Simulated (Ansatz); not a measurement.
# AsH4N, SMILES N[AsH2]: a saddle search for pyramidal inversion

Program: Ansatz's Python interface.

`run_ts.py`
```python
import itertools

import ansatz as az
from ase.data import atomic_numbers, covalent_radii
import numpy as np

params = {
    'basis': 'def2-SVP',
    'functional': 'hf',
}

GEOMETRY = '''
N    -0.30740   -0.97870   -0.06520
As   -0.60820    0.94930   -0.13300
H     0.63860   -1.11010   -0.15850
H    -0.58050   -1.23850    0.86920
H     0.31410    1.09250   -1.40860
H     0.58540    1.22160    0.85000
'''


def main() -> None:
    ash4n = az.Crystal.molecule()
    for line in GEOMETRY.strip().splitlines():
        symbol, *xyz = line.split()
        ash4n = ash4n.atom(symbol, [float(v) for v in xyz])

    setup = (
        ash4n.calculation()
        .basis(gaussian=params['basis'])
        .functional(params['functional'])
    )
    symbols = [site.symbol for site in ash4n.cartesian_sites]
    start = np.array([site.position_ang for site in ash4n.cartesian_sites], dtype=float)
    summary = setup.relax(force_tolerance=0.005, max_steps=100).run(threads=1, backend='cpu').report
    end = np.array(summary['positions_ang'])

    a, b, d = end[[1, 2, 3]]
    normal = np.cross(b - a, d - a)
    normal /= np.linalg.norm(normal)
    flat = end.copy()
    flat[0] -= 0.8 * ((end[0] - a) @ normal) * normal
    guess = np.zeros_like(flat)
    guess[0] = normal
    near = az.Crystal.molecule()
    for symbol, place in zip(symbols, flat):
        near = near.atom(symbol, place.tolist())
    search = (
        near.calculation()
        .basis(gaussian=params['basis'])
        .functional(params['functional'])
        .saddle(mode_guess=guess.tolist(), force_tolerance=0.01, max_steps=40)
    )
    steps = []
    top = search.session().plan().execute(on_event=lambda e: steps.append(e['data']) if e['event'] == 'saddle_step' else None).report
    for s in steps:
        print(f'step {s["step"]:2d}  E = {s["lagrangian_ev"]:.5f} eV  force {s["allowed_force_max_ev_ang"]:.4f} eV/A  curvature {s["curvature_ev_ang2"]:.3f} eV/A^2')
    print(f'minimum {summary["free_energy_ev"]:.5f} eV, saddle {top["free_energy_ev"]:.5f} eV')
    print(f'electronic barrier {23.060548 * (top["free_energy_ev"] - summary["free_energy_ev"]):.2f} kcal/mol')
    saddle = np.array(top['positions_ang'])
    radius = [covalent_radii[atomic_numbers[s]] for s in symbols]
    span = lambda where, i, j: np.linalg.norm(where[i] - where[j])
    bonded = [(i, j) for i, j in itertools.combinations(range(len(symbols)), 2) if min(span(end, i, j), span(saddle, i, j)) < 1.2 * (radius[i] + radius[j])]
    print('pair        before    after (A)')
    for i, j in bonded:
        print(f'{symbols[i]}{i}-{symbols[j]}{j}'.ljust(10), f'{span(end, i, j):8.4f} {span(saddle, i, j):8.4f}')


if __name__ == '__main__':
    main()
```

```console
$ python run_ts.py
step  1  E = -62331.29518 eV  force 2.1760 eV/A  curvature -7.349 eV/A^2
step  2  E = -62331.42366 eV  force 0.2062 eV/A  curvature -1.214 eV/A^2
step  3  E = -62331.42674 eV  force 0.1860 eV/A  curvature -1.039 eV/A^2
step  4  E = -62331.42709 eV  force 0.0919 eV/A  curvature -1.609 eV/A^2
step  5  E = -62331.42791 eV  force 0.0345 eV/A  curvature -1.908 eV/A^2
step  6  E = -62331.42887 eV  force 0.0399 eV/A  curvature -1.977 eV/A^2
step  7  E = -62331.42964 eV  force 0.0922 eV/A  curvature -1.950 eV/A^2
step  8  E = -62331.42963 eV  force 0.0699 eV/A  curvature -1.977 eV/A^2
step  9  E = -62331.42962 eV  force 0.0157 eV/A  curvature -2.100 eV/A^2
step 10  E = -62331.42964 eV  force 0.0110 eV/A  curvature -2.084 eV/A^2
step 11  E = -62331.42962 eV  force 0.0078 eV/A  curvature -2.090 eV/A^2
step 12  E = -62331.42961 eV  force 0.0012 eV/A  curvature -2.087 eV/A^2
minimum -62331.47417 eV, saddle -62331.42961 eV
electronic barrier 1.03 kcal/mol
pair        before    after (A)
N0-As1       1.8321   1.8084
N0-H2        1.0025   0.9983
N0-H3        1.0023   0.9973
As1-H4       1.5092   1.5150
As1-H5       1.5200   1.5151
```

Caveats:
- Total energies depend on the basis set; only differences at equal settings carry meaning.
- The energies are electronic: no zero-point or thermal terms, and the basis set is short of its limit. No separate frequency run checks the order of the saddle point.
- Run time: 57 s on 1 thread of Arm Neoverse V1, on a shared host, peak memory 0.19 GiB.
